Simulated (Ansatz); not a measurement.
# C3H7AlFN: the cost of one run

All numbers below are computed with Ansatz 0.2.0 (RKS PBE0/def2-SVP).

### 1 The structure to begin with

Bond lengths: N1–Al2 1.942 Å, Al2–C3 1.979 Å, C3–C4 1.434 Å, Al2–C5 1.975 Å, C4–C5 1.540 Å, C5–F6 1.404 Å, N1–H7 1.078 Å, N1–H8 1.005 Å, C3–H9 1.111 Å, C3–H10 1.154 Å, C4–H11 1.187 Å, C4–H12 1.125 Å, C5–H13 1.138 Å. Angles (14 of 24 angles, heavy atoms first): N1–Al2–C3 132.7°, N1–Al2–C5 134.9°, C3–Al2–C5 71.8°, Al2–C3–C4 94.5°, C3–C4–C5 102.4°, Al2–C5–C4 91.4°, Al2–C5–F6 111.7°, C4–C5–F6 109.8°, Al2–N1–H7 103.1°, Al2–N1–H8 105.3°, Al2–C3–H9 115.4°, Al2–C3–H10 112.3°, C4–C3–H9 115.8°, C4–C3–H10 110.8°.

As a file:

```xyz
13

N     1.4465   -1.2137   -2.1047
Al    0.8388   -0.0062   -0.7101
C     0.5342   -0.2410    1.2309
C    -0.7218    0.4505    1.2318
C    -0.8881    0.8338   -0.2502
F    -0.8388    2.2304   -0.3893
H     1.2851   -0.6460   -3.0071
H     0.7675   -1.9536   -2.1300
H     0.5077   -1.2937    1.5845
H     1.3132    0.3241    1.8686
H    -1.6129   -0.2757    1.5267
H    -0.7934    1.3317    1.9269
H    -1.8176    0.4246   -0.7632
```

### 2 Relaxing end A

Contents of input.yaml:

```yaml
crystal:
  periodic: [false, false, false]
  atoms:
    - { symbol: "N", position_ang: [1.4465, -1.2137, -2.1047] }
    - { symbol: Al, position_ang: [0.8388, -0.0062, -0.7101] }
    - { symbol: C, position_ang: [0.5342, -0.241, 1.2309] }
    - { symbol: C, position_ang: [-0.7218, 0.4505, 1.2318] }
    - { symbol: C, position_ang: [-0.8881, 0.8338, -0.2502] }
    - { symbol: F, position_ang: [-0.8388, 2.2304, -0.3893] }
    - { symbol: H, position_ang: [1.2851, -0.646, -3.0071] }
    - { symbol: H, position_ang: [0.7675, -1.9536, -2.13] }
    - { symbol: H, position_ang: [0.5077, -1.2937, 1.5845] }
    - { symbol: H, position_ang: [1.3132, 0.3241, 1.8686] }
    - { symbol: H, position_ang: [-1.6129, -0.2757, 1.5267] }
    - { symbol: H, position_ang: [-0.7934, 1.3317, 1.9269] }
    - { symbol: H, position_ang: [-1.8176, 0.4246, -0.7632] }
basis:
  gaussian: { orbitals: def2-SVP }
hamiltonian:
  xc: pbe0
relax:
  f_tol: 0.015
  max_steps: 40
```

The run is started by

```sh
$ ansatz run input.yaml --threads 2 --pin off --max-ram 3072MiB --backend cpu --events-out ev --progress --plain --runs-dir out
```

Q: Estimate wall time and peak memory on 2 threads of Intel Xeon 6975P-C (Granite Rapids), shared host.

About 40 s, with a peak of 0.32 GiB.
